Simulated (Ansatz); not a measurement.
# Ta: the cost of one run

Method: DFT PBEsol, scalar-relativistic, plane waves, PAW, in Ansatz 0.2.0.

2 further runs of the same task are left out: 2 set aside as unsound or not needed.

**1. The starting structure**

Symmetry: Fm-3m, No. 225, cubic system. The conventional cell has a = 4.056 Å, b = 4.056 Å, c = 4.056 Å, α = 90.00°, β = 90.00°, γ = 90.00°. Ti (site symmetry m-3m) has 12 Ti at 2.87 Å as nearest neighbours.

Structure file:

```
Ti
1.0
     0.00000    2.02792    2.02792
     2.02792    0.00000    2.02792
     2.02792    2.02792    0.00000
Ti
1
Cartesian
  0.0000 0.0000 0.0000
```

It is the result of an earlier relaxation at this level (volume 16.68 Å³/atom; gap on the mesh: none (metal)).

**2. The film's bulk: Ta**

Relaxed beforehand at this level: -9806.2318 eV/atom, gap on the mesh none (metal).

Space group Fm-3m (No. 225). a = 4.176 Å, b = 4.176 Å, c = 4.176 Å, α = 90.00°, β = 90.00°, γ = 90.00°
```tsv
atom	site	symmetry	x	y	z
Ta	4a	m-3m	0.0000	0.0000	0.0000
```

The bulk reference of Ti, the base, comes from a run made before at the same settings: -2473.8404 eV/atom.

**3. Ta strained to the base's plane**

The (111) plane of Ta is fitted to the (111) plane of Ti, a strain of -2.9 % along x and -2.9 % along y; the third vector and the atoms relax.

Input file input.yaml:

```yaml
crystal:
  lattice:
    - [2.8679136055, 0.0, 0.0]
    - [-1.4339568027, 2.4836860382, 0.0]
    - [1.4339568027, 0.8278953461, 2.4964419528]
  atoms:
    - { symbol: Ta, position: [0.0, 0.0, 0.0] }
basis:
  ecutwfc: 420
kpoints:
  mp_grid: { grid: [12, 12, 14] }
hamiltonian:
  xc: pbesol
scf:
  occupations: { method: gaussian, width: 0.1 }
output:
  forces: true
  stress: true
  eigenvalues: true
relax:
  adjacent_minimum: "off"
  f_tol: 0.01
  max_steps: 50
  cell: { fix: [a, b, gamma], stress_tol: 0.1 }
```

**Question.** How long does this run take on 1 thread of an Arm CPU, shared host, and how much memory does it need?

About 57 s, with a peak of 0.41 GiB.
